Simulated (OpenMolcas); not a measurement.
# Ag²⁺ among point charges: CASSCF and CASPT2 levels and susceptibility

Aim: the splitting of the states of Ag²⁺ in the field of 4 point charges, its lowest levels with spin-orbit coupling and its magnetic susceptibility.

The numbers are computed with OpenMolcas 26.06 (state-averaged CASSCF and CASPT2, spin-orbit coupling by RASSI with atomic mean-field integrals), except any that are marked as measured or tabulated.

**1. What is computed**

```
Species                           : Ag²⁺ (silver, Z = 47, 45 electrons)
Basis                             : ANO-RCC-VDZP [6s5p3d1f], 43 functions
Scalar Hamiltonian                : DKH2, point nucleus
Inactive shells                   : 1s 2s 2p 3s 3p 3d 4s 4p
Active space                      : 9 electrons in 5 orbitals (4d)
Some configurations of this space : 4d⁹
Orbitals                          : optimised for each spin and parity, averaged over all roots
```

The outer shells:

4d9
```
4d [↑↓][↑↓][↑↓][↑↓][↑ ]
```

The ion sits among 4 point charges of -1.5 e arranged as a square (D4h), 1.96 Å from the ion.

The work runs as a chain of OpenMolcas steps in one folder; each step below is one input file. Labels, J, g values, rates, χT and fits are worked out afterwards by a script from the matrices that RASSI stores. The input lists half of the charges; inversion (Group=XYZ) makes the rest.

**2. Basis and integrals**

a.inp

```
&GATEWAY
Coord
1

Ag 0.0 0.0 0.0
Basis=ANO-RCC-VDZP
Group=XYZ
NoMove
AngMom=0.0 0.0 0.0
AMFI
XField
2 Angstrom 0
1.960000 0.000000 0.000000 -1.500000
0.000000 1.960000 0.000000 -1.500000
&SEWARD
```

Started as:

```sh
$ OMP_NUM_THREADS=1 MOLCAS_MEM=1689 MOLCAS_PROJECT=a pymolcas a.inp > a.log
```

**3. Reference wave functions, doublets of even parity, 5 roots**

a.inp

```
&RASSCF
FileOrb=start.orb
Symmetry=1
Spin=2
nActEl=9 0 0
Inactive=9 9
Ras2=5 0
CIRoot=5 5 1
SDav=5
CIMx=300
Iter=120 100
PrWF=0.3
OrbListing=Nothing
MaxOrb=0
>>> COPY $Project.JobIph JOB001
```

start.orb holds the contracted functions of the basis, ordered by shell, or the orbitals of the step before.

**4. RASSI: spin-orbit coupling between the states**

a.inp

```
&RASSI
NrOfJobIphs=1 5
1 2 3 4 5
IphNames
JOB001
EJob
SpinOrbit
DIPRint=1.0
SOCoupling=1000.0
Subsets=2
Property=9
'ANGMOM' 1 'ANGMOM' 2 'ANGMOM' 3 'MLTPL  1' 1 'MLTPL  1' 2 'MLTPL  1' 3
'AMFI' 1 'AMFI' 2 'AMFI' 3
SOProperty=3
'ANGMOM' 1 'ANGMOM' 2 'ANGMOM' 3
```

**5. CASPT2: IPEA 0.25, imaginary shift 0.1 (closed shells correlated: 4s 4p)**

a.inp

```
>>> COPY JOB001 $Project.JobIph
&CASPT2
Multistate=5 1 2 3 4 5
NoMult
Frozen=8 6
IPEA=0.25
Imaginary=0.1
MaxIter=60
WThr=0.0 0.3 0.05
PrWF=0.5
NoMix
```

(Steps that only read results are left out.)

What does the calculation give? Wanted: spin-free ground state; first state of the same spin within the active space; lowest level; next level.

**Answer**, as computed:

```
                                            quantity                                                                        value
                                              method  SS-CASPT2, IPEA 0.25, imaginary shift 0.1 (closed shells correlated: 4s 4p)
                              spin-free ground state                                              2B1, 1-fold in its orbital part
first state of the same spin within the active space                                                             2B2 at 6650 cm⁻¹
                                        lowest level                                            2-fold E3/2, g = 1.96, 1.96, 3.89
                                          next level                                                                  7456.5 cm⁻¹
                                         χT at 300 K                                                               0.74 cm³ K/mol
                           effective moment at 300 K                                                                      2.44 μB
```

Cost by method:

| method | time of its own steps | time with the reference |
| --- | --- | --- |
| A. CASSCF | 1.7 s | 1.7 s |
| B. SS-CASPT2, IPEA 0.25, imaginary shift 0.1, +4s 4p | 0.52 s | 2.3 s |

Times are of one thread on a shared host.

**Reading.** The spin-free ground state (2B1) comes to 100 % from free-ion D terms and keeps the highest spin of the shell. χT at 300 K is 0.74, against 0.38 cm³ K/mol for the spin alone, so orbital moment adds to it. The field of point charges can differ much from that of real complexes. Point charges carry no covalency, so the field is a model and not that of real ligands.
